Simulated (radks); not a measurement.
**H in 1s1: an all-electron calculation**

Wanted: eigenvalues, radial structure and energy terms of neutral hydrogen.

The numbers are computed with radks (a radial shooting solver on a logarithmic mesh, Libxc functionals) version 1 (non-relativistic Kohn-Sham, BP86, spin-polarised, spherical densities, point nucleus; open shells are filled with parallel spins first), except any that are marked as measured or tabulated.

### 1 Starting point

```
element       : hydrogen (Z = 1)
charge        : 0
electrons     : 1
configuration : 1s1
```

Outer shells as boxes (Hund's rule):

H
```
1s [↑ ]
```

### 2 The run

The run's settings:

```text
Z 1
configuration 1s1 2s0 2p0
relativity non-relativistic
functional b88,p86
spin polarised
nucleus point
```

On the command line:

```sh
$ python run_ks.py task.json out
```

This one command runs every case of the session in turn.

Q: Predict the outcome of this run.

**Answer**, as computed:

```
                        quantity                   value
                    total energy        -0.50032 hartree
exchange-correlation share of it                 61.39 %
                            −T/E                  0.9820
          highest occupied level        1s up, -7.626 eV
    most extended occupied level  1s up, <r> = 1.54 bohr
 radius at density 0.001 e/bohr³               2.92 bohr
    maxima of the radial density                       1
         ionisation energy, NIST      13.598 (theory) eV
```

The radial density shows 1 maxima for 1 occupied principal shells. Minus the highest eigenvalue, 7.626 eV, is 56 % of the tabulated ionisation energy (13.598 eV); the potential of a semilocal functional falls off too fast, so its top eigenvalue is too shallow. 
